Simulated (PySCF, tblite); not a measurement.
# C4H3F5O: geometry, infrared bands and NMR shifts

Wanted: the infrared bands and NMR shifts of C4H3F5O (`COC(=C(F)F)C(F)(F)F`), by calculation.

Computed with tblite 0.8.0 and PySCF 2.14.0, with density-fitted response routines of our own, on a single molecule in the gas phase. Atoms are numbered from 0 throughout.

### 1 The starting structure

13 atoms, charge 0, multiplicity 1; geometry from: force field or distance geometry start.

Bonds of the start (Å): C0–O1 1.43, O1–C2 1.38, C2–C3 1.35, C3–F4 1.35, C3–F5 1.35, C2–C6 1.51, C6–F7 1.36, C6–F8 1.35, C6–F9 1.36, C0–H10 1.08, C0–H11 1.09, C0–H12 1.10.

### 2 Geometry optimisation with GFN2-xTB

Job settings and geometry (Å):

```
{"job": {"kind": "relax", "xc": "GFN2-xTB", "basis": "xTB"}, "charge": 0, "multiplicity": 1}
C      2.025900     0.043000     0.077000
O      0.833700    -0.511200    -0.496000
C     -0.391200    -0.057700    -0.057500
C     -0.627500     0.906900     0.849600
F      0.388600     1.526900     1.492200
F     -1.892100     1.256100     1.179500
C     -1.551100    -0.734500    -0.746200
F     -1.525300    -2.075100    -0.519600
F     -1.499400    -0.566600    -2.089300
F     -2.782100    -0.309200    -0.343600
H      2.874500    -0.449200    -0.386400
H      2.082700     1.112200    -0.142700
H      2.058800    -0.141000     1.165100
```

Command:

```bash
OMP_NUM_THREADS=1 python probes_run.py task.json out
```

One launch serves the whole session: the jobs run in the order shown.

**Question.** This job is followed by: GFN2-xTB harmonic vibrations, gas phase; GIAO PBE0/pcSseg-1 NMR shielding, non-relativistic, gas phase. Predict these results of the whole session: strongest single infrared mode (GFN2-xTB); zero-point energy (GFN2-xTB); ¹³C shifts against TMS (PBE0/pcSseg-1); ¹H shifts against TMS (PBE0/pcSseg-1, means over atoms taken as alike); ¹⁷O shifts against H2O (PBE0/pcSseg-1); ¹⁹F shifts against CFCl3 (PBE0/pcSseg-1, means over atoms taken as alike); surface potential, 1st and 99th percentile.

**Answer**, as computed:

| quantity | value |
| --- | --- |
| strongest single infrared mode (GFN2-xTB) | 1216 cm⁻¹, 483 km/mol |
| zero-point energy (GFN2-xTB) | 44.3 kcal/mol |
| ¹³C shifts against TMS (PBE0/pcSseg-1) | 165.0, 129.8, 121.2, 59.5 ppm |
| ¹H shifts against TMS (PBE0/pcSseg-1, means over atoms taken as alike) | 3.99 ppm |
| ¹⁷O shifts against H2O (PBE0/pcSseg-1) | 56.6 ppm |
| ¹⁹F shifts against CFCl3 (PBE0/pcSseg-1, means over atoms taken as alike) | -82.5, -109.3, -110.0 ppm |
| surface potential, 1st and 99th percentile | -0.79 V and 1.21 V |

**Reading.** The optimisation took 29 steps and gained 0.237 eV; among the close pairs (by a distance rule), C6–F9 changed most, from 1.363 to 1.330 Å. The lowest mode is imaginary (20i cm⁻¹), so the xTB geometry is not a minimum. The strongest single mode, at 1216 cm⁻¹, has its largest shares on C3, O1 and F5 (the list is cut at 3 atoms). GFN2-xTB is a fitted tight-binding method: band positions and strengths are rough. Its intensities can rank the bands wrongly. At PBE0/pcSseg-1: The widest tensor belongs to F7, F8, F9: span 161 ppm, with a paramagnetic part of -218 ppm.
